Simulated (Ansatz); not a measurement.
**C3H7BO (SMILES CB1OC1C): revPBE/cc-pVDZ**

Aim: the energy change on altering one bond length of C3H7BO at revPBE/cc-pVDZ, from 2 runs. 

Program for the calculation: Ansatz 0.2.0.

34 further runs of the same task are left out: 34 set aside as unsound or not needed. Runs told in other sessions of the task aren't counted.

### Step 1. Starting point

C3H7BO has 12 atoms, charge 0, and is taken as a singlet. As SMILES, `CB1OC1C`. The coordinates come from a PBE0-D4/def2-TZVP relaxation.

Bond lengths: C1–B2 1.544 Å, B2–O3 1.335 Å, B2–C4 1.517 Å, O3–C4 1.507 Å, C4–C5 1.497 Å, C1–H6 1.092 Å, C1–H7 1.094 Å, C1–H8 1.094 Å, C4–H9 1.089 Å, C5–H10 1.092 Å, C5–H11 1.094 Å, C5–H12 1.094 Å. Some angles: C1–B2–O3 138.6°, C1–B2–C4 157.9°, O3–B2–C4 63.4°, B2–O3–C4 64.2°, B2–C4–O3 52.4°, B2–C4–C5 125.1°, O3–C4–C5 114.6°, B2–C1–H6 112.7°, B2–C1–H7 110.1°, B2–C1–H8 110.3°.

### Step 2. The energy at revPBE/cc-pVDZ

run.yaml reads:

```yaml
crystal:
  periodic: [false, false, false]
  atoms:
    - {symbol: C, position_ang: [-2.115400, 0.231500, 0.008900]}
    - {symbol: B, position_ang: [-0.616500, 0.286000, 0.375000]}
    - {symbol: O, position_ang: [0.162400, 0.085400, 1.440000]}
    - {symbol: C, position_ang: [0.876400, 0.454200, 0.165400]}
    - {symbol: C, position_ang: [1.795500, -0.603000, -0.363000]}
    - {symbol: H, position_ang: [-2.747100, -0.028900, 0.860100]}
    - {symbol: H, position_ang: [-2.280800, -0.500400, -0.787600]}
    - {symbol: H, position_ang: [-2.443000, 1.195200, -0.392100]}
    - {symbol: H, position_ang: [1.330900, 1.439700, 0.259300]}
    - {symbol: H, position_ang: [1.297300, -1.571500, -0.440800]}
    - {symbol: H, position_ang: [2.679000, -0.722300, 0.271600]}
    - {symbol: H, position_ang: [2.137900, -0.321100, -1.362700]}
basis:
  gaussian: {orbitals: cc-pVDZ}
hamiltonian: {xc: {name: revPBE}}
accuracy: high
output: {orbitals: {seedname: orbitals}}
```

The run is started by

```sh
$ ansatz run run.yaml --threads 1 --pin off --max-ram 2610MiB --events-out events.jsonl --progress --plain --runs-dir runs
```

The log of the run:

```text
Warning: RAYON_NUM_THREADS=1 ignored (pool sized by the plan → 1); use --threads N
Functional definition: revPBE
  name "revPBE"
  parameter kappa = 1.245
  parameter beta = 0.06672455060314922
  exchange = pbe_x(kappa = kappa, mu = beta*pi^2/3)
  correlation = pbe_c(beta = beta)
2543 factors; integrals over basis functions are off by at most 3.0e-9 eV
mean field evaluation 1: about -5935.6683 eV, gradient 6.9e1 eV
mean field evaluation 2: about -5922.8648 eV, gradient 9.8e1 eV
mean field evaluation 4: about -5947.1513 eV, gradient 7.3e0 eV
mean field evaluation 8: about -5947.2488 eV, gradient 7.0e-1 eV
mean field evaluation 16: about -5947.2500 eV, gradient 2.3e-5 eV
mean field -5947.25003091 eV, -218.5574074452 hartree, gradient 7.1e-8 eV, S^2 0.000000; 0 other end points of the search recorded, 0 dependent functions left out
reference -5947.25003557 eV, -218.5574076164 hartree; 19, 19 occupied and 86, 86 virtual orbitals, 2543 factors
Total energy: -5947.25003557 eV, -218.5574076164 hartree
```

It took 8.4 s on 1 thread of Arm Neoverse V2, shared host; peak memory 0.31 GiB.

### Step 3. The distorted shape, same level

input.yaml reads:

```yaml
crystal:
  periodic: [false, false, false]
  atoms:
    - {symbol: C, position_ang: [-2.864864, 0.204249, -0.174153]}
    - {symbol: B, position_ang: [-0.616500, 0.286000, 0.375000]}
    - {symbol: O, position_ang: [0.162400, 0.085400, 1.440000]}
    - {symbol: C, position_ang: [0.876400, 0.454200, 0.165400]}
    - {symbol: C, position_ang: [1.795500, -0.603000, -0.363000]}
    - {symbol: H, position_ang: [-3.496564, -0.056151, 0.677047]}
    - {symbol: H, position_ang: [-3.030264, -0.527651, -0.970653]}
    - {symbol: H, position_ang: [-3.192464, 1.167949, -0.575153]}
    - {symbol: H, position_ang: [1.330900, 1.439700, 0.259300]}
    - {symbol: H, position_ang: [1.297300, -1.571500, -0.440800]}
    - {symbol: H, position_ang: [2.679000, -0.722300, 0.271600]}
    - {symbol: H, position_ang: [2.137900, -0.321100, -1.362700]}
basis:
  gaussian: {orbitals: cc-pVDZ}
hamiltonian: {xc: {name: revPBE}}
accuracy: high
output: {orbitals: {seedname: orbitals}}
```

The run is started by

```sh
$ ansatz run input.yaml --threads 1 --pin off --max-ram 2610MiB --events-out events.jsonl --progress --plain --runs-dir runs
```

The log of the run:

```text
Warning: RAYON_NUM_THREADS=1 ignored (pool sized by the plan → 1); use --threads N
[... 6 set-up lines as earlier in the session ...]
2537 factors; integrals over basis functions are off by at most 6.0e-9 eV
mean field evaluation 1: about -5932.2900 eV, gradient 7.1e1 eV
mean field evaluation 2: about -5905.7275 eV, gradient 1.2e2 eV
mean field evaluation 4: about -5944.5070 eV, gradient 1.3e1 eV
mean field evaluation 8: about -5944.8291 eV, gradient 5.5e-1 eV
mean field evaluation 16: about -5944.8241 eV, gradient 4.1e-5 eV
mean field -5944.82410425 eV, -218.4682562846 hartree, gradient 1.2e-8 eV, S^2 0.000000; 0 other end points of the search recorded, 0 dependent functions left out
reference -5944.82410906 eV, -218.4682564614 hartree; 19, 19 occupied and 86, 86 virtual orbitals, 2537 factors
Total energy: -5944.82410906 eV, -218.4682564614 hartree
```

Wall time 8.1 s (1 thread of Arm Neoverse V2, shared host); peak memory 0.31 GiB.

### Step 4. What came out

At revPBE/cc-pVDZ:

| quantity | value |
| --- | --- |
| first shape: total energy | -218.55741 Eh |
| first shape: HOMO energy | -5.90 eV |
| first shape: LUMO energy | -0.34 eV |
| first shape: HOMO–LUMO gap | 5.56 eV |
| distorted shape: total energy | -218.46826 Eh |
| distorted shape: HOMO energy | -6.05 eV |
| distorted shape: LUMO energy | -1.25 eV |
| distorted shape: HOMO–LUMO gap | 4.80 eV |
| energy change with the C1–B2 bond stretched from 1.544 to 2.316 Å | 2.426 eV |

In words: With the C1–B2 bond stretched from 1.544 to 2.316 Å the energy rises by 2.43 eV (234 kJ/mol). The first shape isn't relaxed at this level, so the change isn't measured from a minimum.
